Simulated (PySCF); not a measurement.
# C4H3BrO (2-Bromofurane): the cost of one run

Programs: PySCF 2.14.0, with routines of our own; each step states its level. All values are computed. Atoms count from 0.

## Step 1: The starting structure

9 atoms, charge 0, multiplicity 1; geometry from: GFN2-xTB.

## Step 2: Optimising the geometry at PBE0-D3(BJ)/def2-SVP

Job settings and geometry (Å):

```
{"job": {"xc": "PBE0", "basis": "def2-SVP", "d3": "d3bj", "grid": 1, "maxiter": 30, "shake": 0.01, "kind": "geom"}, "charge": 0, "multiplicity": 1}
Br     2.977230    -0.328700     0.353800
C      1.104380    -0.150880     0.132740
C      0.309940     0.932450    -0.150050
C     -0.960200     0.432400    -0.184780
C     -0.905180    -0.909540     0.061910
O      0.375850    -1.258020     0.264240
H      0.666790     1.939890    -0.293130
H     -1.868870     0.996280    -0.377940
H     -1.642120    -1.671020     0.159480
```

Run with:

```sh
OMP_NUM_THREADS=1 python heavy_run.py task.json out
```

One launch serves the whole session: the jobs run in the order shown.

**Question.** How long does this first job take on 1 thread of Arm Neoverse N1, shared host, and how much memory does it need?

About 81 s, with a peak of 0.5 GiB.
